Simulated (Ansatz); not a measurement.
# GeNS: the cost of one run

Program: Ansatz 0.2.0, Gaussian basis. Level of theory: UKS PBE0/def2-TZVP. These are calculated values, not measurements.

## (1) The starting structure

3 atoms, charge 0, spin multiplicity 4.

Atoms are counted from 1 here; the program's logs count them from 0.

Bond lengths: Ge1–S2 2.291 Å, S2–N3 1.509 Å. Angles: Ge1–S2–N3 110.6°.

The start was built by rule and, where that kept it together, relaxed with GFN2-xTB. Sticks and bond lists go by distance. No spin-orbit coupling is included. 

## (2) Relaxation

in.yaml

```yaml
crystal:
  periodic: [false, false, false]
  atoms:
    - {symbol: Ge, position_ang: [-0.926860, -0.272536, -0.002498]}
    - {symbol: S, position_ang: [1.126310, 0.742884, 0.006400]}
    - {symbol: N, position_ang: [2.228363, -0.287260, -0.001696]}
basis:
  gaussian: {orbitals: def2-TZVP}
magnetization: {spin_polarized: true, initial_magnetization: 3}
hamiltonian: {xc: pbe0}
relax: {f_tol: 0.004, max_steps: 80}
```

Command:

```console
$ ansatz run in.yaml --threads 1 --pin off --events-out ev --progress --plain --max-ram 2176MiB
```

What time and memory should one allow on 1 thread of Intel Xeon 6975P-C, shared host?

About 21 s, with a peak of 0.29 GiB.
